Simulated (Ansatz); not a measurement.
**HfO2 with a defect (P on a Hf site): a single-point run**

Aim: the field gradients at the nuclei of HfO2 with a defect (P on a Hf site), from a sound single-point run.

Method: Kohn-Sham DFT, with the functional, basis and potentials that each input names (as first typed), in Ansatz 0.2.0.

### 1 Starting point

The structure is cubic, space group Fm-3m (No. 225). The conventional cell has a = 10.230 Å, b = 10.230 Å, c = 10.230 Å, α = 90.00°, β = 90.00°, γ = 90.00°. P (site symmetry m-3m) is surrounded by 8 O at 2.21 Å. Hf (site symmetry mmm) has 8 O at 2.21 Å as nearest neighbours. Hf (site symmetry m-3m) is surrounded by 8 O at 2.21 Å. O (site symmetry 3m) has 1 P at 2.21 Å and 3 Hf at 2.21 Å as nearest neighbours. Around O (site symmetry 3m) lie 4 Hf at 2.21 Å.

Coordinates:

```cif
data_structure
_symmetry_space_group_name_H-M 'P 1'
_symmetry_Int_Tables_number 1
_cell_length_a 7.2337
_cell_length_b 7.2337
_cell_length_c 7.2337
_cell_angle_alpha 60.000
_cell_angle_beta 60.000
_cell_angle_gamma 60.000
_cell_volume 267.65
loop_
_atom_site_label
_atom_site_type_symbol
_atom_site_fract_x
_atom_site_fract_y
_atom_site_fract_z
_atom_site_occupancy
P1 P 0.00000 0.00000 0.00000 1
Hf1 Hf 0.00000 0.00000 0.50000 1
Hf2 Hf 0.00000 0.50000 0.00000 1
Hf3 Hf 0.00000 0.50000 0.50000 1
Hf4 Hf 0.50000 0.00000 0.00000 1
Hf5 Hf 0.50000 0.00000 0.50000 1
Hf6 Hf 0.50000 0.50000 0.00000 1
Hf7 Hf 0.50000 0.50000 0.50000 1
O1 O 0.12500 0.12500 0.12500 1
O2 O 0.12500 0.12500 0.62500 1
O3 O 0.12500 0.62500 0.12500 1
O4 O 0.12500 0.62500 0.62500 1
O5 O 0.62500 0.12500 0.12500 1
O6 O 0.62500 0.12500 0.62500 1
O7 O 0.62500 0.62500 0.12500 1
O8 O 0.62500 0.62500 0.62500 1
O9 O 0.37500 0.37500 0.37500 1
O10 O 0.37500 0.37500 0.87500 1
O11 O 0.37500 0.87500 0.37500 1
O12 O 0.37500 0.87500 0.87500 1
O13 O 0.87500 0.37500 0.37500 1
O14 O 0.87500 0.37500 0.87500 1
O15 O 0.87500 0.87500 0.37500 1
O16 O 0.87500 0.87500 0.87500 1
```

### 2 Input and run

Input file input.yaml:

```yaml
crystal:
  lattice:
    - [0.0, 5.115, 5.115]
    - [5.115, 0.0, 5.115]
    - [5.115, 5.115, 0.0]
  atoms:
    - { symbol: P, position: [0.0, 0.0, 0.0], spin: 1.0 }
    - { symbol: Hf, position: [0.0, 0.0, 0.5] }
    - { symbol: Hf, position: [0.0, 0.5, 0.0] }
    - { symbol: Hf, position: [0.0, 0.5, 0.5] }
    - { symbol: Hf, position: [0.5, 0.0, 0.0] }
    - { symbol: Hf, position: [0.5, 0.0, 0.5] }
    - { symbol: Hf, position: [0.5, 0.5, 0.0] }
    - { symbol: Hf, position: [0.5, 0.5, 0.5] }
    - { symbol: O, position: [0.125, 0.125, 0.125] }
    - { symbol: O, position: [0.125, 0.125, 0.625] }
    - { symbol: O, position: [0.125, 0.625, 0.125] }
    - { symbol: O, position: [0.125, 0.625, 0.625] }
    - { symbol: O, position: [0.625, 0.125, 0.125] }
    - { symbol: O, position: [0.625, 0.125, 0.625] }
    - { symbol: O, position: [0.625, 0.625, 0.125] }
    - { symbol: O, position: [0.625, 0.625, 0.625] }
    - { symbol: O, position: [0.375, 0.375, 0.375] }
    - { symbol: O, position: [0.375, 0.375, 0.875] }
    - { symbol: O, position: [0.375, 0.875, 0.375] }
    - { symbol: O, position: [0.375, 0.875, 0.875] }
    - { symbol: O, position: [0.875, 0.375, 0.375] }
    - { symbol: O, position: [0.875, 0.375, 0.875] }
    - { symbol: O, position: [0.875, 0.875, 0.375] }
    - { symbol: O, position: [0.875, 0.875, 0.875] }
magnetization:
  spin_polarized: true
kpoints:
  mp_grid: { grid: [3, 3, 3] }
scf:
  occupations: { method: fermi_dirac, width: 0.01 }
  max_iter: 75
hamiltonian:
  xc: pbe
  pseudopotentials: { kind: paw }
  hubbard: { sites: [{ species: P, l: f, u_eff: 4.0 }] }
output:
  forces: true
  stress: true
  populations: true
  efg:
    quadrupole_moments_barn: { Hf: 3.365, O: -0.02558 }
    contact_densities: true
```

Launch:

```bash
ansatz run input.yaml --threads 1 --pin off --max-ram 3072MiB --backend cpu --events-out ev --progress --plain --runs-dir out
```

The log of the run:

```text
Error: inconsistent input (hamiltonian.hubbard.sites[].l, hamiltonian.hubbard.sites[].shell): the file of P doesn't list 4f, and it can't be added: PBE doesn't bind the shell 4f of the free atom, whose level lies at +1.11 eV. Type an atom or ion with it (hamiltonian.pseudopotentials.projection_atoms), take another file or name another shell
```

It took 0.16 s on 1 thread of Arm Neoverse V1, shared host; peak memory 0.08 GiB.

### 3 Reading the log

Nothing was computed: the input was turned down at the start. It says: «inconsistent input (hamiltonian.hubbard.sites[].l, hamiltonian.hubbard.sites[].shell): the file of P doesn't list 4f, and it can't be added: PBE doesn't bind the shell 4f of the free atom, whose level lies at +1.11 eV ...»

Look at the input: hamiltonian.hubbard.sites is [{species: P, l: f, u_eff: 4.0}]. There is no such shell to put a U on.

What to do: delete hamiltonian.hubbard.sites.

### 4 The mended run

Level of this run: DFT, PBE, plane-wave PAW, default files, scalar-relativistic.

Besides the cure, the input differs in scf.max_iter.

Changes to input.yaml since step 2:

```diff
@@ -36,3 +36,2 @@
   occupations: { method: fermi_dirac, width: 0.01 }
-  max_iter: 75
 hamiltonian:
@@ -40,3 +39,2 @@
   pseudopotentials: { kind: paw }
-  hubbard: { sites: [{ species: P, l: f, u_eff: 4.0 }] }
 output:
```

Launch:

```bash
ansatz run input.yaml --threads 1 --pin off --max-ram 3072MiB --backend cpu --events-out ev --progress --plain --runs-dir out
```

Excerpt of the output:

```text
[...]
Basis set: ecut = 420 eV, 5209 PW (Γ), exchange–correlation on 100×100×100 points (8 copies of the dense FFT grid, shifted against one another)
[...]
Magnetic group: BNS 225.116 (UNI 1618), of the structure as read, at distance tolerance 6.4e-5 Å
k-points: 4 of 27
[...]
SCF iter   1: F=—  HF=-119924.605250 eV  |F-HF|=—  |Δ(HF+E_count)|=         —  Δρ=5.17e-2 (↑5.17e-2 ↓4.73e-2)  dr2=4.59e1  dr2_m=7.40e-2  M=0.111 μB ∫|m|=0.236 μB  β_m=0.30  ethr=3.10e-3  ⟨swp⟩=5.2  Hψ=4072  notcnv=0  defer=63
[...]
preconditioner: auto → Resta (q_TF=auto, 2.754 Å⁻¹)  ε∞=5.1  [insulator: Δε(μ)=0.121 eV  Ē_g=18.353 eV  σ=0.010 eV  W_gap=0.65  n_scr=112 (ndim 8)  ℏωp=37.2 eV  f_vac=0.003  D(μ)=7.51/eV (n_scr^D=58)  ε∞_Penn≈5.1]
[...]
SCF iter   2: F=—  HF=-119919.109892 eV  |F-HF|=—  |Δ(HF+E_count)|=    5.50e0  Δρ=3.16e-2 (↑3.16e-2 ↓2.85e-2)  dr2=1.60e1  dr2_m=4.13e-2  M=0.118 μB ∫|m|=0.173 μB  β_m=0.48  ethr=3.10e-3  ⟨swp⟩=3.0  Hψ=2750  notcnv=0  defer=192
[...]
SCF iter  13: F=—  HF=-119915.286765 eV  |F-HF|=—  |Δ(HF+E_count)|=   1.65e-7  Δρ=2.59e-6 (↑2.48e-6 ↓2.59e-6)  dr2=3.47e-8  dr2_m=9.11e-10  M=0.532 μB ∫|m|=0.559 μB  β_m=0.75  ethr=9.89e-11  ⟨swp⟩=2.0  Hψ=2264  notcnv=0  defer=192
SCF iter  14: F=-119915.286766 eV  HF=-119915.286766 eV  |F-HF|=5.34e-9  |Δ(HF+E_count)|=   1.18e-7  Δρ=9.92e-7 (↑9.55e-7 ↓9.92e-7)  dr2=1.04e-8  dr2_m=2.22e-10  M=0.532 μB ∫|m|=0.559 μB  ethr=1.22e-11  ⟨swp⟩=10.1  Hψ=6707  notcnv=0
[...]
SCF converged after 14 iterations
Magnetization: 0.5323 μB (141.7662 up, 141.2338 down)
[...]
Free energy (F): -119915.286766 eV
[...]
E sigma→0 (E₀):  -119915.284869 eV
[...]
Fermi energy:    14.460635 eV
[...]
  P = ⅓ Tr σ = -5.0135 GPa (-50.135 kbar)
[...]
```

It took 61 s on 1 thread of Arm Neoverse V1, shared host; peak memory 0.92 GiB.

Like atoms gathered into sites:

```tsv
site	atoms	distance from the defect (Å)	V_zz (10²¹ V/m²)	η	C_Q (MHz)	m (μB)	B_c (T)
P	1	0.00	0.00	–	–	0.08	63.7
O9	9, 10, 11, 13, …	2.21	5.63	0.00	-3.48 (¹⁷O)	0.04	0.3
Hf2	2, 3, 4, 5, …	3.62	-3.28	0.20	-267 (¹⁷⁷Hf)	0.00	-1.1
O12	12, 14, 15, 16, …	4.24	0.92	0.00	-0.567 (¹⁷O)	0.01	0.1
Hf8	8	5.12	0.00	–	0 (¹⁷⁷Hf)	0.00	6.6
```

V_zz is the principal component of the electric field gradient with the largest magnitude, η = (V_xx − V_yy)/V_zz and C_Q = eQV_zz/h. Quadrupole moments are those of Pyykkö's year-2017 table. A dash under C_Q marks elements without a common quadrupolar isotope.

B_c = (2μ₀/3) μB (ρ↑ − ρ↓) at the nucleus, 7.77 T per e/Å³, positive along the run's up direction; orbital and dipolar fields are not in it. One atom of each site is listed; partners with reversed moments have reversed fields.

### 5 Outcome

| quantity | value |
| --- | --- |
| first try | refused |
| cause | U on a missing shell |
| second try | converged, 14 SCF cycles |
| energy (zero set by the potentials) | -119915.2868 eV |
| pressure | -5.01 GPa |
| absolute moment | 0.56 μB |
| largest force | 0.441 eV/Å |
| largest V_zz in size | 5.63 × 10²¹ V/m² at O9 |

**Reading.** The second try converges in 14 SCF cycles. The largest force in the second run is 0.441 eV/Å, so the atoms are not at their relaxed places.
